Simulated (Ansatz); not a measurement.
# TeRu (P-6m2) in Ansatz: further runs

One crystal, TeRu, is run at these levels: PBEsol+U, LDA+U; tasks: single point.

All numbers are computed with Ansatz 0.2.0; they aren't measurements. Logs are shortened: lines on timing, memory, paths and dates and some standing lists are left out, and cuts for length are marked.

**1. The structure**

Symmetry: P-6m2, No. 187, hexagonal system. Conventional cell: a = 3.795 Å, b = 3.795 Å, c = 3.704 Å, α = 90.00°, β = 90.00°, γ = 120.00°. Ru (site symmetry -6m2) has 6 Te at 2.87 Å as nearest neighbours. Te (site symmetry -6m2) has 6 Ru at 2.87 Å as nearest neighbours.

The cell comes from a database or a generator and needn't be the stable form of this composition.

**2. Single point, PBEsol+U, collinear spin, program default start**

File input.yaml:

```yaml
crystal:
  lattice:
    - [3.79508289, 0.0, 0.0]
    - [-1.89754145, 3.28663819, 0.0]
    - [0.0, 0.0, 3.70381288]
  atoms:
    - { symbol: Ru, position: [0.0, 0.0, 0.0] }
    - { symbol: Te, position: [0.6666666667, 0.3333333333, 0.5] }
hamiltonian:
  xc: pbesol
  pseudopotentials: { kind: paw }
  hubbard: { sites: [{ species: Ru, l: d, u_eff: 2.0 }] }
magnetization:
  spin_polarized: true
kpoints:
  mp_grid: { grid: [6, 6, 5] }
scf:
  occupations: { method: gaussian, width: 0.05 }
output:
  forces: true
  stress: true
  eigenvalues: true
```

Potentials or basis: Ansatz PAW.

Run with:

```bash
$ ansatz run input.yaml --threads 2 --pin off --max-ram 5632MiB --backend cpu --events-out ev --progress --plain --runs-dir out
```

The program printed:

```text
Warning: RAYON_NUM_THREADS=2 ignored (pool sized by the plan → 2); use --threads N
Ru: projections on atomic orbitals take those of the free atom [Ar 3d10] 4s2 4p6 4d7 5s1, of charge +0.00 (hamiltonian.pseudopotentials.projection_atoms); the dataset's partial waves leave at most 8.1e-6 of an orbital's norm unspanned inside its sphere
Te: projections on atomic orbitals take those of the free atom [Kr] 4d10 5s2 5p4, of charge +0.00 (hamiltonian.pseudopotentials.projection_atoms); the dataset's partial waves leave at most 7.8e-6 of an orbital's norm unspanned inside its sphere
band count auto-derived: 22 (N_el = 32.0; filled up to band 16; 20 by the electrons, moments and atoms)
Engine: ansatz 0.2.0, x86_64-unknown-linux-gnu
Pseudopotentials: kind: paw
Pseudopotential: Ru, paw, valence charge 16, recommended cutoff 420 eV (normal), Ru.paw.azcp
Pseudopotential: Te, paw, valence charge 16, recommended cutoff 420 eV (normal), Te.paw.azcp
Functional definition: PBEsol
  exchange = pbesol_x
  correlation = pbesol_c
Crystal: 2 atoms, lattice volume = 46.198 Å³
Basis set: ecut = 420 eV, 901 PW (Γ), exchange–correlation on 54×54×50 points (8 copies of the dense FFT grid, shifted against one another)
Bands: 22, of which v1, the nominal top of the filled ones, is band 16 counted from 1 (15 counted from 0)
Symmetry: 12 space group operations
Space group: P-6m2 (ITA 187), of the structure as read, at distance tolerance 3.6e-5 Å
k-points: 21 of 180 (time reversal used)
Non-local potential: Ru, projectors of the file, l = 0: 3, l = 1: 2, l = 2: 2, l = 3: 1
Non-local potential: Te, projectors of the file, l = 0: 2, l = 1: 2, l = 2: 2, l = 3: 2
PAW form: soft (Blöchl's): semilocal exchange-correlation on the pseudo side does not see the compensation charge
PAW frozen core: Ru, regenerated for the run's functional, and the local potential with it (the file was generated under x = pbe(κ = 0.804, μ = 0.2195149727645171), c = pbe(β = 0.06672455060314922))
PAW frozen core: Te, regenerated for the run's functional, and the local potential with it (the file was generated under x = pbe(κ = 0.804, μ = 0.2195149727645171), c = pbe(β = 0.06672455060314922))
PAW one-centre angular grid: Ru, 590 points (default); XC on 64 Gauss nodes
PAW one-centre angular grid: Te, 590 points (default); XC on 64 Gauss nodes
Initial density: superposition of atomic densities (chi_scale 0.1, normalization cell, long waves kept (reshape's long-wave potential 0.00 eV rms))
Initial wavefunctions: pseudopotential atomic-orbital guess
Functional: x = pbesol(κ = 0.804, μ = 0.12345679012345678), c = pbesol(β = 0.046)
iter 1 solved again at ethr=2.17e-3 eV; its pass at ethr=3.10e-3 eV (dr2=6.94e-1 eV) is discarded
SCF iter   1: F=—  HF=-12712.871223 eV  |F-HF|=—  |Δ(HF+E_count)|=         —  Δρ=9.97e-2 (↑5.74e-2 ↓9.97e-2)  dr2=1.71e0  dr2_m=2.53e0  M=3.265 μB ∫|m|=3.265 μB  ethr=2.17e-3  ⟨swp⟩=1.0  Hψ=2826  notcnv=0
Mixer restart at iter 1: flushing history
SCF iter   2: F=—  HF=-12714.654413 eV  |F-HF|=—  |Δ(HF+E_count)|=         —  Δρ=4.25e-2 (↑4.25e-2 ↓1.86e-2)  dr2=1.09e0  dr2_m=2.49e-1  M=1.888 μB ∫|m|=1.904 μB  β_m=0.30  ethr=2.17e-3  ⟨swp⟩=3.6  Hψ=2046  notcnv=0  defer=2
[... 88 lines left out ...]
SCF iter   2: F=—  HF=-12714.930040 eV  |F-HF|=—  |Δ(HF+E_count)|=   4.36e-2  Δρ=8.30e-3 (↑4.33e-3 ↓8.30e-3)  dr2=1.30e-1  dr2_m=2.79e-3  M=1.329 μB ∫|m|=1.400 μB  ethr=3.13e-6  ⟨swp⟩=1.0  Hψ=5491  notcnv=0
preconditioner: auto → Kerker (q_TF=auto, 2.566 Å⁻¹)  [metal: Δε(μ)=0.037 eV  Ē_g=8.990 eV  σ=0.050 eV  W_gap=0.40  n_scr=20 (ndim 8)  ℏωp=20.4 eV  f_vac=0.000  D(μ)=3.95/eV (n_scr^D=58)]
spin=Collinear: Kerker preconditioning applied to the charge; magnetization (m = ρ↑ − ρ↓) channel mixes plain (no charge-response kernel on spin).
SCF iter   3: F=—  HF=-12714.911415 eV  |F-HF|=—  |Δ(HF+E_count)|=   1.86e-2  Δρ=2.28e-3 (↑2.28e-3 ↓2.25e-3)  dr2=8.93e-3  dr2_m=4.64e-4  M=1.298 μB ∫|m|=1.378 μB  ethr=3.13e-6  ⟨swp⟩=1.1  Hψ=3122  notcnv=0
SCF iter   4: F=—  HF=-12714.973636 eV  |F-HF|=—  |Δ(HF+E_count)|=   6.22e-2  Δρ=1.70e-4 (↑1.50e-4 ↓1.70e-4)  dr2=3.63e-5  dr2_m=4.09e-6  M=-0.000 μB ∫|m|=0.006 μB  ethr=3.13e-6  ⟨swp⟩=1.0  Hψ=2511  notcnv=0
an SCF towards Hund's moment on open shells that bore less, with the run's symmetry operations kept, reached no lower state that the run goes on to. This is no proof of a minimum
SCF converged after 5 iterations
Magnetization: 0.0000 μB (16.0000 up, 16.0000 down)
Absolute magnetization: 0.0000 μB (∫|ρ↑−ρ↓|, with the PAW one-centre terms)
Spin contamination: 0.0000 ħ² per cell (⟨S²⟩ above its minimum at these occupations)
Per-site moments (μB) at R_I (Å): [(5.869610302004387e-6, 1.1834108230225853), (-2.4925804245768754e-6, 1.1834108230225853)]
Free energy (F): -12714.973639 eV
Harris-Foulkes:  -12714.973639 eV  (|F-HF|=9.09e-12)
Internal energy: -12714.972883 eV  (E = F + TS)
E sigma→0 (E₀):  -12714.973261 eV
Entropy (-TS):   -0.000756 eV (-0.378 meV/atom)
Fermi energy:    13.222326 eV
--- Per-component energies (eV) ---
  E_band       = -398.576913
  E_kinetic    = 694.231399
  E_local      = -2794.996415  (includes V_loc(G=0)·N_el)
  E_nonlocal   = 42.280778
  E_hartree    = 1305.109371
  E_xc         = -309.576144
  E_vxc        = -338.606646  (∫ρ·V_xc dr)
  E_hubbard    = 1.610391  (on-site DFT+U / exact-exchange correction)
  E_vhub       = -4.362090  (the Hubbard potential's part of the band-sum identity)
  E_paw        = -7987.314698  (= ΣΔE_a)
  E_vpaw       = -607.342325  (= ΣTr[D̂ρ^β])
  E_aug_tail   = -0.000401  (compensation charges beyond the density's cutoff)
  E_ewald      = -3666.945275
  E_core_change = 0.628111  (= ΣΔE_core)
  E_smearing   = -0.000756  (= −TS)
  E_closure    = -0.000000  (closes the sum)
  Σ components = -12714.973639   (vs F -12714.973639, Δ=0.00e0)
--- Forces (eV/Å), atoms counted from 1 ---
  atom   1  Ru     0.00000000    -0.00000000     0.00000000
  atom   2  Te     0.00000000     0.00000000     0.00000000
  max |Σ_I F_I| component: 3.70e-17 eV/Å
--- Stress (GPa, compression-positive) ---
      -16.255378      -0.000000      -0.000000
       -0.000000     -16.255378      -0.000000
       -0.000000      -0.000000     -23.489233
  P = ⅓ Tr σ = -18.6667 GPa (-186.667 kbar)
--- Band table (eV; the first three rows and the last of 42) ---
  k-point 0 ↑: bands = ["-58.2258", "-28.4696", "-28.2011", "-28.2011", "-24.3437", "-24.3437", "-24.3176", "-24.3148", "-24.3148", "0.1358", "10.1638", "10.3277", "10.3277", "11.8997", "12.3888", "12.3888", "14.9753", "14.9753", "16.1033", "19.6511", "20.4144", "20.4144"]
  k-point 1 ↑: bands = ["-58.2256", "-28.4765", "-28.2008", "-28.2008", "-24.3445", "-24.3445", "-24.3147", "-24.3147", "-24.3136", "0.4451", "9.0504", "10.5217", "10.5217", "11.6251", "11.9898", "11.9898", "15.1169", "15.1169", "17.4209", "20.7968", "20.7968", "21.1634"]
  k-point 2 ↑: bands = ["-58.2254", "-28.4875", "-28.2003", "-28.2003", "-24.3457", "-24.3457", "-24.3148", "-24.3148", "-24.3072", "1.0782", "7.1792", "10.8481", "10.8481", "11.5784", "11.5784", "12.1909", "14.9017", "14.9017", "18.6772", "20.8106", "22.4333", "22.4333"]
  k-point 20 ↓: bands = ["-58.2242", "-28.4855", "-28.2142", "-28.2123", "-24.3407", "-24.3387", "-24.3181", "-24.3138", "-24.3025", "2.1130", "8.2421", "8.5240", "9.2990", "11.7255", "12.4187", "13.2945", "14.1566", "14.6463", "15.5735", "16.9201", "22.5612", "22.8784"]
Occupation matrices written to <dir>
```

Run time: 59 s. Hardware: 2 threads of Intel Xeon Platinum 8259CL at 2.50GHz (Skylake/Cascade Lake), shared host; peak memory 0.56 GiB.

Results:

```
Free energy            : -12714.9736 eV
Pressure               : -18.7 GPa
Band gap on the k mesh : none (metal or under the smearing width)
Net moment             : 0.00 μB per cell
Absolute moment        : 0.00 μB per cell
```

Stress tensor (GPa, compression positive):
```
-16.26   0.00   0.00
  0.00 -16.26   0.00
  0.00   0.00 -23.49
```

Eigenvalues of the final occupation matrices:
| site | spin | trace | eigenvalues |
| --- | --- | --- | --- |
| site 1 | 1 | 3.79 | 0.58 0.58 0.84 0.84 0.95 |
| site 1 | 2 | 3.79 | 0.58 0.58 0.84 0.84 0.95 |

Caveat: the magnetic or orbital state may not be the lowest; the PAW data sets come from PBE, with cores solved anew for the run's functional, which leaves a small shift of forces and pressure; the U is typed as a test and isn't derived for this compound. Spin-orbit coupling is left out, which matters for the levels of Te.

(Part 1 of 2 ends here.)
